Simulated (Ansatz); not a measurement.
# ZnAg: the cost of one run

Method: DFT PBEsol, with the methods named in each step, in Ansatz 0.2.0.

## 1. The structure to begin with

It takes space group Pm-3m (No. 221, cubic). Conventional cell: a = 3.156 Å, b = 3.156 Å, c = 3.156 Å, α = 90.00°, β = 90.00°, γ = 90.00°. Zn (site symmetry m-3m) has 8 Ag at 2.73 Å in its first shell of neighbours. Around Ag (site symmetry m-3m) lie 8 Zn at 2.73 Å.

Structure file:

```cif
data_structure
_symmetry_space_group_name_H-M 'P 1'
_symmetry_Int_Tables_number 1
_cell_length_a 3.1560
_cell_length_b 3.1560
_cell_length_c 3.1560
_cell_angle_alpha 90.000
_cell_angle_beta 90.000
_cell_angle_gamma 90.000
_cell_volume 31.43
loop_
_atom_site_label
_atom_site_type_symbol
_atom_site_fract_x
_atom_site_fract_y
_atom_site_fract_z
_atom_site_occupancy
Zn1 Zn 0.50000 0.50000 0.50000 1
Ag1 Ag 0.00000 0.00000 0.00000 1
```

Atoms are numbered in the order of the input: Zn1, Ag2.

## 2. The bond as given, LAPW

input.yaml

```yaml
crystal:
  lattice:
    - [3.156, 0.0, 0.0]
    - [0.0, 3.156, 0.0]
    - [0.0, 0.0, 3.156]
  atoms:
    - { symbol: Zn, position: [0.5, 0.5, 0.5] }
    - { symbol: Ag, position: [0.0, 0.0, 0.0] }
kpoints:
  mp_grid: { grid: [10, 10, 10] }
scf:
  occupations: { method: fermi_dirac, width: 0.05 }
hamiltonian:
  xc: pbesol
  pseudopotentials: { kind: all_electron, lapw: { basis_error: 0.001 } }
output:
  forces: true
  stress: true
  eigenvalues: true
  populations: true
```

On the command line:

```bash
$ ansatz run input.yaml --threads 1 --pin off --max-ram 2048MiB --backend cpu --events-out ev --progress --plain --runs-dir out
```

**Question.** How long does this run take on 1 thread of AMD EPYC 9R45 (Zen 5), shared host, and how much memory does it need?

About 5.2 s, with a peak of 0.41 GiB.
